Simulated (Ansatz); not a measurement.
From input file to script: Ge, space group Fd-3m in Ansatz 0.2.0.

```yaml
crystal:
  lattice:
    - [0.0, 2.82891, 2.82891]
    - [2.82891, 0.0, 2.82891]
    - [2.82891, 2.82891, 0.0]
  atoms:
    - { symbol: Ge, position: [0.0, 0.0, 0.0] }
    - { symbol: Ge, position: [0.25, 0.25, 0.25] }
basis:
  ecutwfc: 600.0
kpoints:
  mp_grid:
    grid: [6, 6, 6]
hamiltonian:
  xc: r2scan
  pseudopotentials:
    kind: paw
scf:
  convergence:
    dr2_threshold: 1.0e-08
  occupations:
    method: fixed
output:
  forces: true
  stress: true
```

`run_robust.py`:
```python
'''Refuse a result for Ge that has doubts or was not closed by its thresholds.'''

import warnings

import ansatz as az


def main() -> None:
    structure = (
        az.Lattice.of([0.0, 2.82891, 2.82891], [2.82891, 0.0, 2.82891], [2.82891, 2.82891, 0.0])
        .atom('Ge', [0.0, 0.0, 0.0])
        .atom('Ge', [0.25, 0.25, 0.25])
    )

    base = (
        structure.calculation()
        .functional(az.Functional.R2SCAN)
        .pseudopotentials('paw')
        .basis(600)
        .kpoints(6, 6, 6)
        .occupations(az.OccupationsMethod.FIXED)
        .scf(tolerance=1e-08)
    )

    with warnings.catch_warnings(record=True) as caught:
        warnings.simplefilter('always')
        done = base.forces().stress().run(threads=1, pin='off')
    for item in caught:
        if issubclass(item.category, (az.RunWarning, az.DeckWarning)):
            print(item.category.__name__, '-', str(item.message)[:120])
    rep = done.report
    doubts = rep['published_state_doubts']
    if doubts or rep.get('closed_by') != 'deck_thresholds':
        print('rejected:', doubts, rep.get('closed_by'))
    else:
        print(f'accepted: F = {rep["free_energy_ev"]:.5f} eV')


if __name__ == '__main__':
    main()
```

```console
$ python run_robust.py
DeckWarning - output.stress: scf.convergence.dr2_threshold = 1e-8 eV is looser than the 2e-10 eV advised for a printed stress (1e-10 e
accepted: F = -8605.77641 eV
```

Absolute energies stand on the zero of these potentials, so only differences at equal settings mean something. A total without «per atom» is that of the cell as typed. Finished in 3.2 s on 1 thread of Arm Neoverse V2 (shared host), peak memory 0.49 GiB.

(Lines on the test bed's own set-up are left out of the output.)
